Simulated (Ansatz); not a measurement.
# Cl3HOSn: two geometries relaxed, part 2 of 2

Aim: relax the geometries before and after the reaction (1,2-elimination), and see whether they are two minima and how far apart in energy. Meant to form: H4–Cl2; to break: Sn1–Cl2, H4–O3. The start is a guess near the saddle point, from which both ends are pulled out.

Ansatz 0.2.0; RKS PBE0-D4/def2-SVP. The steps go on from the part before.

## (4) Pulling towards end B

Springs on the bonds that form and break draw the guess towards this end; the thresholds are loose.

Input file input.yaml:

```yaml
crystal:
  periodic: [false, false, false]
  atoms:
    - { symbol: Sn, position_ang: [-0.0748, 0.2332, 0.5514] }
    - { symbol: Cl, position_ang: [1.0446, -1.5885, -1.2809] }
    - { symbol: O, position_ang: [-0.6971, 0.6628, -1.1992] }
    - { symbol: H, position_ang: [-0.0609, -0.2989, -1.7326] }
    - { symbol: Cl, position_ang: [1.2831, 1.7587, 1.6031] }
    - { symbol: Cl, position_ang: [-1.495, -0.7673, 2.0582] }
basis:
  gaussian: { orbitals: def2-SVP }
hamiltonian:
  xc: pbe0
  dispersion: d4
relax:
  f_tol: 0.15
  max_steps: 25
  restrain:
    - { distance: [3, 1], at: 1.33, k: 30.0 }
    - { distance: [0, 1], at: 3.71, k: 30.0 }
    - { distance: [3, 2], at: 2.27, k: 30.0 }
```

Started as:

```sh
$ ansatz run input.yaml --threads 2 --pin off --max-ram 3072MiB --backend cpu --events-out ev --progress --plain --runs-dir out
```

Standard output:

```text
Warning: RAYON_NUM_THREADS=2 ignored (pool sized by the plan → 2); use --threads N
The last accepted step is kept in <dir> (removed where the run ends without a failure and the disk answers)
Engine: ansatz 0.2.0, x86_64-unknown-linux-gnu
Functional definition: PBE0
  parameter a = 0.25
  parameter kappa = 0.804
  parameter beta = 0.06672455060314922
  exchange = (1 - a)*pbe_x(kappa = kappa, mu = beta*pi^2/3) + a*exact_x
  correlation = pbe_c(beta = beta)
1075 factors; integrals over basis functions are off by at most 2.6e-4 eV
mean field evaluation 1: about -45430.0107 eV, gradient 5.6e1 eV
mean field evaluation 2: about -45343.5883 eV, gradient 1.8e2 eV
mean field evaluation 4: about -45435.8596 eV, gradient 1.6e1 eV
mean field evaluation 8: about -45436.5421 eV, gradient 2.9e-1 eV
mean field evaluation 16: about -45436.5424 eV, gradient 5.3e-5 eV
mean field -45436.54243481 eV, -1669.7621364848 hartree, gradient 5.2e-5 eV, S^2 0.000000; 0 other end points of the search recorded, 0 dependent functions left out
the calculation of the forces begins
reference -45436.54246145 eV, -1669.7621374637 hartree; 41, 41 occupied and 58, 58 virtual orbitals, 1075 factors
relax step   1: F+E_penalty+E_count = -45436.73290031 eV  Δ(F+E_penalty+E_count) = +0.000e0 eV  max|allowed force component| = 2.458e0 eV/Å  E_restraint = 29.72109651 eV  max|allowed force component, restraints' pulls added| = 2.965e1 eV/Å  Δτ_max = 0.0000 Å  (29 SCF iters, accepted)
  distance H 3 - Cl 1 = 1.7576 Å
  distance Sn 0 - Cl 1 = 2.8158 Å
  distance H 3 - O 2 = 1.2705 Å
these checks for a lower state are left out or cut short: starts, cluster_reference, orbital_swaps, neighbouring_geometries, increment
1075 factors; integrals over basis functions are off by at most 3.5e-4 eV
mean field -45435.49151045 eV, -1669.7235157266 hartree, gradient 1.3e-5 eV, S^2 0.000000; 0 other end points of the search recorded, 0 dependent functions left out
the calculation of the forces begins
reference -45435.49153735 eV, -1669.7235167154 hartree; 41, 41 occupied and 58, 58 virtual orbitals, 1075 factors
relax step   2: F+E_penalty+E_count = -45435.68052068 eV  Δ(F+E_penalty+E_count) = +1.052e0 eV  max|allowed force component| = 3.538e0 eV/Å  E_restraint = 13.43425619 eV  max|allowed force component, restraints' pulls added| = 2.212e1 eV/Å  Δτ_max = 0.1913 Å  (39 SCF iters, accepted)
  distance H 3 - Cl 1 = 1.6069 Å
  distance Sn 0 - Cl 1 = 3.1281 Å
  distance H 3 - O 2 = 1.5769 Å
these checks for a lower state are left out or cut short: starts, cluster_reference, orbital_swaps, neighbouring_geometries, increment
1075 factors; integrals over basis functions are off by at most 6.4e-4 eV
mean field evaluation 32: about -45435.4346 eV, gradient 6.3e-4 eV
mean field -45435.43460609 eV, -1669.7214245301 hartree, gradient 1.3e-5 eV, S^2 0.000000; 0 other end points of the search recorded, 0 dependent functions left out
the calculation of the forces begins
reference -45435.43463323 eV, -1669.7214255275 hartree; 41, 41 occupied and 58, 58 virtual orbitals, 1075 factors
relax step   3: F+E_penalty+E_count = -45435.61994934 eV  Δ(F+E_penalty+E_count) = +6.057e-2 eV  max|allowed force component| = 3.804e0 eV/Å  E_restraint = 4.37754527 eV  max|allowed force component, restraints' pulls added| = 1.197e1 eV/Å  Δτ_max = 0.1950 Å  (39 SCF iters, accepted)
  distance H 3 - Cl 1 = 1.4342 Å
  distance Sn 0 - Cl 1 = 3.3330 Å
  distance H 3 - O 2 = 1.8973 Å
these checks for a lower state are left out or cut short: starts, cluster_reference, orbital_swaps, neighbouring_geometries, increment
1077 factors; integrals over basis functions are off by at most 2.4e-4 eV
mean field -45435.65658728 eV, -1669.7295821884 hartree, gradient 1.6e-5 eV, S^2 0.000000; 0 other end points of the search recorded, 0 dependent functions left out
the calculation of the forces begins
reference -45435.65661451 eV, -1669.7295831890 hartree; 41, 41 occupied and 58, 58 virtual orbitals, 1077 factors
relax step   4: F+E_penalty+E_count = -45435.83583834 eV  Δ(F+E_penalty+E_count) = -2.159e-1 eV  max|allowed force component| = 1.269e0 eV/Å  E_restraint = 0.24182022 eV  max|allowed force component, restraints' pulls added| = 2.809e0 eV/Å  Δτ_max = 0.1949 Å  (33 SCF iters, accepted)
  distance H 3 - Cl 1 = 1.2954 Å
  distance Sn 0 - Cl 1 = 3.6035 Å
  distance H 3 - O 2 = 2.2102 Å
these checks for a lower state are left out or cut short: starts, cluster_reference, orbital_swaps, neighbouring_geometries, increment
1075 factors; integrals over basis functions are off by at most 8.9e-4 eV
mean field -45435.71339381 eV, -1669.7316697897 hartree, gradient 1.8e-5 eV, S^2 0.000000; 0 other end points of the search recorded, 0 dependent functions left out
the calculation of the forces begins
reference -45435.71342095 eV, -1669.7316707872 hartree; 41, 41 occupied and 58, 58 virtual orbitals, 1075 factors
relax step   5: F+E_penalty+E_count = -45435.89065179 eV  Δ(F+E_penalty+E_count) = -5.481e-2 eV  max|allowed force component| = 6.510e-1 eV/Å  E_restraint = 0.00139457 eV  max|allowed force component, restraints' pulls added| = 3.948e-1 eV/Å  Δτ_max = 0.1941 Å  (33 SCF iters, accepted)
  distance H 3 - Cl 1 = 1.3212 Å
  distance Sn 0 - Cl 1 = 3.7069 Å
  distance H 3 - O 2 = 2.2676 Å
these checks for a lower state are left out or cut short: starts, cluster_reference, orbital_swaps, neighbouring_geometries, increment
1077 factors; integrals over basis functions are off by at most 2.5e-4 eV
mean field -45435.73600117 eV, -1669.7325005949 hartree, gradient 2.2e-5 eV, S^2 0.000000; 0 other end points of the search recorded, 0 dependent functions left out
the calculation of the forces begins
reference -45435.73602866 eV, -1669.7325016052 hartree; 41, 41 occupied and 58, 58 virtual orbitals, 1077 factors
relax step   6: F+E_penalty+E_count = -45435.91245356 eV  Δ(F+E_penalty+E_count) = -2.180e-2 eV  max|allowed force component| = 4.779e-1 eV/Å  E_restraint = 0.00494449 eV  max|allowed force component, restraints' pulls added| = 7.644e-2 eV/Å  Δτ_max = 0.0919 Å  (32 SCF iters, accepted)
  distance H 3 - Cl 1 = 1.3138 Å
  distance Sn 0 - Cl 1 = 3.7026 Å
  distance H 3 - O 2 = 2.2667 Å
1077 factors; integrals over basis functions are off by at most 2.5e-4 eV
mean field evaluation 64: about -45435.6921 eV, gradient 8.5e-1 eV
mean field -45435.73600117 eV, -1669.7325005949 hartree, gradient 2.2e-5 eV, S^2 0.000000; 1 other end points of the search recorded, 0 dependent functions left out
the calculation of the forces begins
reference -45435.73602866 eV, -1669.7325016052 hartree; 41, 41 occupied and 58, 58 virtual orbitals, 1077 factors
Total energy: -45435.91248105 eV, -1669.7389861111 hartree
Atom 0 at    -0.392794     0.633372     0.684064 Å, force     0.036423    -0.087800    -0.206558 eV/Å
Atom 1 at     1.126955    -1.759532    -1.697810 Å, force    -0.374769     0.477911     0.011823 eV/Å
Atom 2 at    -0.888396     0.879213    -1.075943 Å, force     0.122798    -0.149511     0.002087 eV/Å
Atom 3 at     0.299419    -0.796399    -2.034781 Å, force     0.200212    -0.210418     0.218856 eV/Å
Atom 4 at     1.293556     1.729419     1.843370 Å, force    -0.011392    -0.034165    -0.012512 eV/Å
Atom 5 at    -1.438840    -0.686074     2.281100 Å, force     0.026727     0.003985    -0.013698 eV/Å
Dipole moment:    -0.030605     0.117445     0.375334 e Å
```

Wall time 19 s (2 threads of Intel Xeon Platinum 8488C (Sapphire Rapids), shared host); peak memory 0.26 GiB.

Step by step:

```
step  energy from step 1 (eV)  largest force component (eV/Å)
   1                   0.0000                          2.4581
   2                   1.0524                          3.5375
   3                   1.1130                          3.8044
   4                   0.8971                          1.2688
   5                   0.8422                          0.6510
   6                   0.8204                          0.4779
```

Step 1 is the start. Energies and forces in the table leave out the springs, which the log lists apart; the run stops on the force with the springs' pull added.

After: Bond lengths: Sn1–O3 1.845 Å, Cl2–H4 1.314 Å, Sn1–Cl5 2.321 Å, Sn1–Cl6 2.321 Å. Angles: O3–Sn1–Cl5 127.5°, O3–Sn1–Cl6 127.7°, Cl5–Sn1–Cl6 104.6°.

Pairs that crossed the distance rule for bonds on the way: came closer Cl2–H4; moved apart Sn1–Cl2.

## (5) Relaxing end B

It starts where the restrained run ended.

Input file input.yaml:

```yaml
crystal:
  periodic: [false, false, false]
  atoms:
    - { symbol: Sn, position_ang: [-0.392794, 0.633372, 0.684064] }
    - { symbol: Cl, position_ang: [1.126955, -1.759532, -1.69781] }
    - { symbol: O, position_ang: [-0.888396, 0.879213, -1.075943] }
    - { symbol: H, position_ang: [0.299419, -0.796399, -2.034781] }
    - { symbol: Cl, position_ang: [1.293556, 1.729419, 1.84337] }
    - { symbol: Cl, position_ang: [-1.43884, -0.686074, 2.2811] }
basis:
  gaussian: { orbitals: def2-SVP }
hamiltonian:
  xc: pbe0
  dispersion: d4
relax:
  f_tol: 0.03
  max_steps: 50
```

Started as:

```sh
$ ansatz run input.yaml --threads 2 --pin off --max-ram 3072MiB --backend cpu --events-out ev --progress --plain --runs-dir out
```

Standard output, shortened:

```text
Warning: RAYON_NUM_THREADS=2 ignored (pool sized by the plan → 2); use --threads N
[...]
[... 1 set-up line as earlier in the session ...]
[...]
1073 factors; integrals over basis functions are off by at most 3.2e-4 eV
[...]
mean field -45435.73593252 eV, -1669.7324980720 hartree, gradient 8.0e-5 eV, S^2 0.000000; 0 other end points of the search recorded, 0 dependent functions left out
[...]
reference -45435.73596017 eV, -1669.7324990882 hartree; 41, 41 occupied and 58, 58 virtual orbitals, 1073 factors
relax step   1: F+E_penalty+E_count = -45435.91238491 eV  Δ(F+E_penalty+E_count) = +0.000e0 eV  max|allowed force component| = 4.779e-1 eV/Å  Δτ_max = 0.0000 Å  (29 SCF iters, accepted)
[...]
relax step   4: F+E_penalty+E_count = -45436.21226586 eV  Δ(F+E_penalty+E_count) = -1.063e-1 eV  max|allowed force component| = 1.104e0 eV/Å  Δτ_max = 0.1901 Å  (33 SCF iters, accepted)
[...]
1075 factors; integrals over basis functions are off by at most 5.3e-4 eV
[...]
mean field -45438.78309415 eV, -1669.8444791967 hartree, gradient 1.4e-5 eV, S^2 0.000000; 1 other end points of the search recorded, 0 dependent functions left out
[...]
reference -45438.78312100 eV, -1669.8444801834 hartree; 41, 41 occupied and 58, 58 virtual orbitals, 1075 factors
Total energy: -45438.97980613 eV, -1669.8517082284 hartree
Atom 0 at     0.061681    -0.072329     0.345709 Å, force     0.003605     0.000772     0.001884 eV/Å
Atom 1 at     1.437832    -1.810481    -0.352684 Å, force     0.000511    -0.001089     0.000763 eV/Å
Atom 2 at    -0.942753     0.623603    -1.182716 Å, force     0.005785    -0.000050    -0.026540 eV/Å
Atom 3 at    -0.464279     0.495387    -2.013417 Å, force    -0.008305     0.003818     0.022258 eV/Å
Atom 4 at     1.380273     1.582060     1.297635 Å, force    -0.000979    -0.001604    -0.001749 eV/Å
Atom 5 at    -1.472854    -0.818240     1.905474 Å, force    -0.000617    -0.001847     0.003384 eV/Å
Dipole moment:     0.103321    -0.008851    -0.307129 e Å
```

It took 37 s on 2 threads of Intel Xeon Platinum 8488C (Sapphire Rapids), shared host; peak memory 0.26 GiB.

Step by step:

```
step  energy from step 1 (eV)  largest force component (eV/Å)
   1                   0.0000                          0.4779
   2                  -0.1045                          0.2003
   3                  -0.1936                          0.6969
   4                  -0.2999                          1.1043
   5                  -0.4550                          1.6431
   6                  -0.8445                          2.6241
   7                  -1.6472                          2.0968
   8                  -2.2188                          2.9021
   9                  -2.6255                          1.5545
  10                  -2.8561                          0.5830
  11                  -2.9968                          0.2414
  12                  -3.0520                          0.5602
 13x                  -3.0514                          0.3414
  14                  -3.0669                          0.1098
  15                  -3.0674                          0.0265
```

Step 1 is the start. 1 step was tried and not accepted (marked x).

After: Bond lengths: Sn1–Cl2 2.324 Å, Sn1–O3 1.957 Å, O3–H4 0.967 Å, Sn1–Cl5 2.320 Å, Sn1–Cl6 2.312 Å. Angles: Cl2–Sn1–O3 109.6°, Cl2–Sn1–Cl5 108.7°, Cl2–Sn1–Cl6 110.8°, O3–Sn1–Cl5 111.0°, O3–Sn1–Cl6 107.5°, Cl5–Sn1–Cl6 109.3°, Sn1–O3–H4 111.7°.

Pairs that crossed the distance rule for bonds on the way: came closer Sn1–Cl2, O3–H4; moved apart Cl2–H4.

## (6) Results

The summary covers parts 1 to 2.

```
                           quantity                     value
                              end A   4 moves, 0.162 eV lower
                              end B  13 moves, 3.067 eV lower
largest difference between the ends                    0.23 Å
            end B relative to end A                 -0.000 eV
```

**Reading.** The two relaxations end at one structure, within 0.23 Å: no second minimum was found from this start, which doesn't rule one out.
